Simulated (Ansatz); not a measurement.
Task: a check of forces and pressure against finite differences of NaCa₃ (distorted cell), with Ansatz 0.2.0, Python API. Give the script and its output. Level of theory (first run): r2SCAN, PAW, cutoff 650 eV, 3×3×3 k-points, Methfessel-Paxton smearing of 0.1 eV.

```
CELL_PARAMETERS angstrom
0.00000 4.33733 4.33733
4.33733 0.00000 4.33733
4.33733 4.33733 0.00000
ATOMIC_POSITIONS crystal
Na 0.02795 0.98999 0.99939
Ca 0.22536 0.24758 0.26093
Ca 0.71926 0.75369 0.72848
Ca 0.47412 0.49674 0.55430
```

Script `fdcheck_naca3.py`:
```python
"""Forces and pressure of NaCa3 against finite differences of the energy with displaced atoms."""

import logging
import sys
import warnings

import ansatz as az
import numpy as np

logging.basicConfig(stream=sys.stdout, format="%(levelname)s:%(name)s:%(message)s")
log = logging.getLogger("naca3")
log.setLevel(logging.INFO)

VECTORS = np.array([
    [0.0, 4.33733, 4.33733],
    [4.33733, 0.0, 4.33733],
    [4.33733, 4.33733, 0.0],
])
SITES = [
    ("Na", (0.02795, 0.98999, 0.99939)),
    ("Ca", (0.22536, 0.24758, 0.26093)),
    ("Ca", (0.71926, 0.75369, 0.72848)),
    ("Ca", (0.47412, 0.49674, 0.5543)),
]


def build(cell):
    crystal = az.Crystal(lattice=az.Lattice.of(cell))
    for symbol, position in SITES:
        crystal = crystal.atom(symbol, position)
    return crystal

warnings.simplefilter("ignore", az.DeckWarning)

def solve(crystal):
    return (
        crystal.calculation()
        .functional(az.Functional.R2SCAN)
        .occupations("methfessel_paxton")
        .basis(650, xc_grid=2)
        .kpoints(3, 3, 3)
        .scf(tolerance=1e-09)
        .forces()
        .stress()
        .run(threads=1)
    ).report


centre = solve(build(VECTORS))
start = build(VECTORS)
# move one atom both ways along a Cartesian axis
log.info(f"force on atom 3 along x: analytic {centre['forces_ev_ang'][3][0]:.4f} eV/A")
for h in (0.005, 0.02):
    shift = np.eye(3)[0] * h @ np.linalg.inv(VECTORS)
    plus, minus = (solve(start.move(3, to=np.array(SITES[3][1]) + sign * shift))["lagrangian_ev"] for sign in (1, -1))
    log.info(f"  step {h} A: numerical {-(plus - minus) / (2 * h):.4f} eV/A")
# P = -dF/dV; the difference feels the change of the plane-wave count with the cell
volume = abs(np.linalg.det(VECTORS))
larger, smaller = (solve(build(VECTORS * (1 + sign * 0.005) ** (1 / 3)))["lagrangian_ev"] for sign in (1, -1))
numerical = -(larger - smaller) / (0.01 * volume) * 160.21766
log.info(f"pressure: analytic {np.trace(centre['stress_gpa']) / 3:.3f}, numerical {numerical:.3f} GPa")
```

```console
$ python fdcheck_naca3.py
INFO:naca3:force on atom 3 along x: analytic -0.6034 eV/A
INFO:naca3:  step 0.005 A: numerical -0.6034 eV/A
INFO:naca3:  step 0.02 A: numerical -0.6033 eV/A
INFO:naca3:pressure: analytic 0.760, numerical 0.760 GPa
```

For a metal this k-point mesh is coarse: on a finer one energies can move by several to tens of meV an atom and pressures by half a GPa or more, differences at one mesh by less. The program warned that this SCF threshold is loose for forces or stresses. Pressure is positive in compression. The cell is a database structure, distorted on purpose. The central difference errs as the square of the step, so the shorter step is the fairer test; what remains comes from the finite grid and the SCF threshold. The script silences the warnings on its input, which a real study should read. The whole script took 2.5 min on 1 thread of Arm Neoverse V1, on a shared host, peak memory 0.57 GiB.
